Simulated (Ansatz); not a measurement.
SiC, space group P6_3mc: cell relaxations under several functionals, run with Ansatz 0.2.0 through its Python package.

Script `lattice.py`:
```python
"""Relaxed cell of SiC under several functionals."""

from dataclasses import dataclass

import ansatz
import numpy as np


@dataclass
class RunConfig:
    kmesh: tuple[int, ...] = (12, 12, 4)
    filling: str = "fixed"
    fmax: float = 0.01


settings = RunConfig()

def edges_and_angles(cell):
    cell = np.asarray(cell)
    a, b, c = np.linalg.norm(cell, axis=1)
    cosines = cell[1] @ cell[2] / (b * c), cell[0] @ cell[2] / (a * c), cell[0] @ cell[1] / (a * b)
    return (a, b, c, *np.degrees(np.arccos(cosines)))

lattice = ansatz.Lattice.of(
    (3.076, 0.0, 0.0),
    (-1.538, 2.66389, 0.0),
    (0.0, 0.0, 5.048),
)
sites = [
    ("Si", (1 / 3, 2 / 3, 0.0)),
    ("Si", (2 / 3, 1 / 3, 0.5)),
    ("C", (1 / 3, 2 / 3, 0.385)),
    ("C", (2 / 3, 1 / 3, 0.885)),
]
sic = ansatz.Crystal(lattice=lattice)
for symbol, position in sites:
    sic = sic.atom(symbol, position)

setup = (
    sic.calculation()
    .kpoints(*settings.kmesh)
    .occupations(settings.filling)
    .relax(cell=True, force_tolerance=settings.fmax)
)

levels = [("revpbe", "d3bj"), ("pbe", "d4"), ("pbe", "none")]
print("level            a       b       c    alpha   beta  gamma  V/atom  steps")
for name, dispersion in levels:
    seen = []
    run = setup.functional(name, dispersion=dispersion).session().plan()
    out = run.execute(on_event=lambda e: seen.append(e) if e["event"] == "relax_step" else None)
    cell = out.lattice.cell_ang
    label = name if dispersion == "none" else f"{name}+{dispersion}"
    print("{:13s} {:7.4f} {:7.4f} {:7.4f} {:6.2f} {:6.2f} {:6.2f}".format(label, *edges_and_angles(cell)), f"{abs(np.linalg.det(cell)) / len(out.lattice.sites):7.3f} {len(seen):5d}")
```

Rank the levels of theory by the volume of the relaxed cell.

From smallest to largest: revPBE+D3BJ (10.17 Å³ an atom, -1.6 % against the start), PBE+D4 (10.30 Å³ an atom, -0.4 % against the start) and PBE (10.50 Å³ an atom, +1.6 % against the start). The spread is 3.2 % in volume.

What the script printed:

```console
$ python lattice.py
level            a       b       c    alpha   beta  gamma  V/atom  steps
DeckWarning: basis.ecutwfc = 420 eV, auto-derived from the records' recommended cutoffs: set by Si (normal level)
revpbe+d3bj    3.0594  3.0594  5.0207  90.00  90.00 120.00  10.175     8
pbe+d4         3.0722  3.0722  5.0417  90.00  90.00 120.00  10.303     6
pbe            3.0919  3.0919  5.0740  90.00  90.00 120.00  10.502     8
```
(Warnings from the package without file and line.)

The structure is a deposited one; some such entries were measured under pressure or heat, so a shift against it needn't be the functional's error alone. The whole script took 57 s on 1 thread of Intel(R) Xeon(R) Processor @ 2.30GHz (shared host), peak memory 0.54 GiB.
